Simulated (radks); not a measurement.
# Ge⁶⁺ in [Ar] 3d8: an all-electron calculation

One table from this session's results is given with a row withheld; the runs are named, their logs left out.

Program: radks (a radial shooting solver on a logarithmic mesh, Libxc functionals) version 1. Level of theory: scalar-relativistic Kohn-Sham, r2SCAN, spin-polarised, spherical densities, finite nucleus; open shells are filled with parallel spins first. These are calculated values, not measurements, unless marked.

### Starting point

* element: germanium (Z = 32)
* charge: +6
* electrons: 26
* configuration: [Ar] 3d8
* nuclear rms radius: 4.0742 fm

The outer shells:

Ge⁶⁺
```
[Ar] core
3d [↑↓][↑↓][↑↓][↑ ][↑ ]
```

Set-up of the first run:

Input:

```text
Z 32
configuration [Ar] 3d8 4s0 4p0 4d0 4f0
relativity scalar-relativistic
functional r2scan,r2scan
spin polarised
nucleus finite rms 4.0742 fm
c 137.035999084
```

Among the steps run: Self-consistent calculation.

One of the session's tables, all rows but one given; the rest of the session is left out.

It belongs to the step «Radial structure». From the orbitals of this run (lengths in bohr):

```
  level      <r>  outermost maximum (interpolated)  90 % within  nodes
1s down  0.04701                            0.0307       0.0840      0
  1s up  0.04701                            0.0307       0.0840      0
  2s up   0.2098                             0.176        0.325      1
2s down   0.2096                             0.176        0.324      1
  2p up   0.1838                             0.141        0.300      0
2p down   0.1835                             0.141        0.300      0
  3s up   0.6107                             0.537        0.908      2
3s down   0.6126                             0.538        0.911      2
  3p up        ?                                 ?            ?      ?
3p down   0.6287                             0.538        0.957      1
  3d up   0.6507                             0.488         1.06      0
3d down   0.6577                             0.491         1.07      0
  4s up    1.552                              1.43         2.23      3
4s down    1.569                              1.44         2.25      3
  4p up    1.706                              1.56         2.47      2
4p down    1.725                              1.58         2.49      2
```

Estimate the missing values for 3p up.

The run gave: <r>: 0.6260; outermost maximum (interpolated): 0.537; 90 % within: 0.953; nodes: 1. In the column «<r>» it lies between 3s down (0.6126) and 3p down (0.6287).

To keep in mind: Open shells are spherical and high-spin; term and fine-structure splittings are not resolved.
